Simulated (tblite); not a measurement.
# C8H13BO: the cost of one run

Programs: tblite 0.8.0 and PySCF 2.14.0, with density-fitted response routines of our own. Each step states its level of theory. These are calculated values for one molecule in the gas phase, unless marked as measured. Atoms count from 0, in the outputs and in this text.

## Step 1: The starting structure

23 atoms, charge 0, multiplicity 1; geometry from: force field or distance geometry start.

Bonds of the start (Å): C0–C1 1.31, C1–C2 1.50, C1–C3 1.47, C3–C4 1.31, C4–C5 1.47, C5–C6 1.50, C6–B7 1.58, B7–C8 1.56, C8–O9 1.42, O9–C3 1.39, C0–H10 1.08, C0–H11 1.11, C2–H12 1.11, C2–H13 1.12, C2–H14 1.08, C4–H15 1.10, C5–H16 1.11, C5–H17 1.11, C6–H18 1.11, C6–H19 1.10, B7–H20 1.19, C8–H21 1.12, C8–H22 1.13.

## Step 2: Relaxing the molecule with GFN2-xTB

The job: settings as JSON, then the geometry in Å.

```
{"job": {"kind": "relax", "xc": "GFN2-xTB", "basis": "xTB"}, "charge": 0, "multiplicity": 1}
C     -2.962900    -0.028800    -0.027800
C     -1.863200    -0.744500    -0.058700
C     -1.969800    -2.226500     0.133200
C     -0.565500    -0.077400    -0.254100
C      0.489400    -0.855200    -0.249600
C      1.935200    -0.638900    -0.419900
C      2.507500     0.524400     0.331300
B      1.853500     1.916200    -0.044100
C      0.342100     2.293800     0.047200
O     -0.566300     1.302300    -0.399200
H     -2.985400     1.048200    -0.149900
H     -3.934000    -0.541600     0.122800
H     -1.579100    -2.448600     1.150800
H     -3.071600    -2.441800     0.172900
H     -1.511700    -2.784900    -0.676100
H      0.241900    -1.914500    -0.101100
H      2.453100    -1.546500    -0.035600
H      2.252800    -0.559200    -1.476400
H      3.574300     0.606500     0.019600
H      2.517700     0.421400     1.427000
H      2.586700     2.854500    -0.046500
H      0.033800     2.611100     1.080900
H      0.217000     3.257000    -0.536600
```

Command:

```
OMP_NUM_THREADS=1 python probes_run.py task.json out
```

This one command runs all jobs of the session in turn.

Q: Estimate the wall time and peak memory of this first job on 1 thread of Arm Neoverse N1, shared host.

About 2.1 s, with a peak of 0.18 GiB.
